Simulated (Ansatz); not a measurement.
# C3H12OSi2: the cost of one run

Program: Ansatz 0.2.0. Level of theory: RKS PBE-D4/STO-3G. These are calculated values, not measurements.

### 1 Starting point

Bond lengths (14 of 17 bonds, heavy atoms first): C1–C2 1.542 Å, C2–Si3 1.845 Å, C2–Si4 1.874 Å, Si4–C5 1.821 Å, Si4–O6 1.739 Å, C1–H7 1.045 Å, C1–H8 1.093 Å, C1–H9 1.113 Å, C2–H10 1.074 Å, Si3–H11 1.514 Å, Si3–H12 1.506 Å, Si3–H13 1.494 Å, Si4–H14 1.510 Å, C5–H15 1.076 Å. Angles (14 of 31 angles, heavy atoms first): C1–C2–Si3 112.3°, C1–C2–Si4 118.7°, Si3–C2–Si4 102.6°, C2–Si4–C5 115.5°, C2–Si4–O6 108.3°, C5–Si4–O6 108.8°, C1–C2–H10 107.5°, Si3–C2–H10 107.8°, Si4–C2–H10 107.4°, C2–C1–H7 113.0°, C2–C1–H8 109.1°, C2–C1–H9 108.1°, C2–Si3–H11 112.4°, C2–Si3–H12 110.9°.

As a file:

```xyz
18

C    -0.6884   -2.0120    0.3898
C     0.1367   -0.8262   -0.1481
Si    1.7077   -0.5857    0.7885
Si   -0.6246    0.8860   -0.1179
C     0.1987    2.1295   -1.1631
O    -2.2871    0.7528   -0.6107
H    -0.1756   -2.9212    0.3404
H    -1.0090   -1.7899    1.4113
H    -1.6424   -2.0571   -0.1824
H     0.3926   -1.0458   -1.1676
H     1.4651   -0.2402    2.2427
H     2.5268   -1.8499    0.7986
H     2.5420    0.4857    0.1649
H    -0.8091    1.3618    1.3034
H     0.3169    1.7698   -2.1706
H     1.1961    2.3946   -0.7268
H    -0.3528    3.1044   -1.1780
H    -2.9311    0.4548    0.0776
```

### 2 Relaxing end A

Input file input.yaml:

```yaml
crystal:
  periodic: [false, false, false]
  atoms:
    - { symbol: C, position_ang: [-0.6884, -2.012, 0.3898] }
    - { symbol: C, position_ang: [0.1367, -0.8262, -0.1481] }
    - { symbol: Si, position_ang: [1.7077, -0.5857, 0.7885] }
    - { symbol: Si, position_ang: [-0.6246, 0.886, -0.1179] }
    - { symbol: C, position_ang: [0.1987, 2.1295, -1.1631] }
    - { symbol: O, position_ang: [-2.2871, 0.7528, -0.6107] }
    - { symbol: H, position_ang: [-0.1756, -2.9212, 0.3404] }
    - { symbol: H, position_ang: [-1.009, -1.7899, 1.4113] }
    - { symbol: H, position_ang: [-1.6424, -2.0571, -0.1824] }
    - { symbol: H, position_ang: [0.3926, -1.0458, -1.1676] }
    - { symbol: H, position_ang: [1.4651, -0.2402, 2.2427] }
    - { symbol: H, position_ang: [2.5268, -1.8499, 0.7986] }
    - { symbol: H, position_ang: [2.542, 0.4857, 0.1649] }
    - { symbol: H, position_ang: [-0.8091, 1.3618, 1.3034] }
    - { symbol: H, position_ang: [0.3169, 1.7698, -2.1706] }
    - { symbol: H, position_ang: [1.1961, 2.3946, -0.7268] }
    - { symbol: H, position_ang: [-0.3528, 3.1044, -1.178] }
    - { symbol: H, position_ang: [-2.9311, 0.4548, 0.0776] }
basis:
  gaussian: { orbitals: STO-3G }
hamiltonian:
  xc: pbe
  dispersion: d4
relax:
  f_tol: 0.015
  max_steps: 40
```

Launch:

```bash
$ ansatz run input.yaml --threads 1 --pin off --max-ram 2048MiB --backend cpu --events-out ev --progress --plain --runs-dir out
```

Q: Estimate wall time and peak memory on 1 thread of Arm Neoverse V1, shared host.

About 70 s, with a peak of 0.14 GiB.
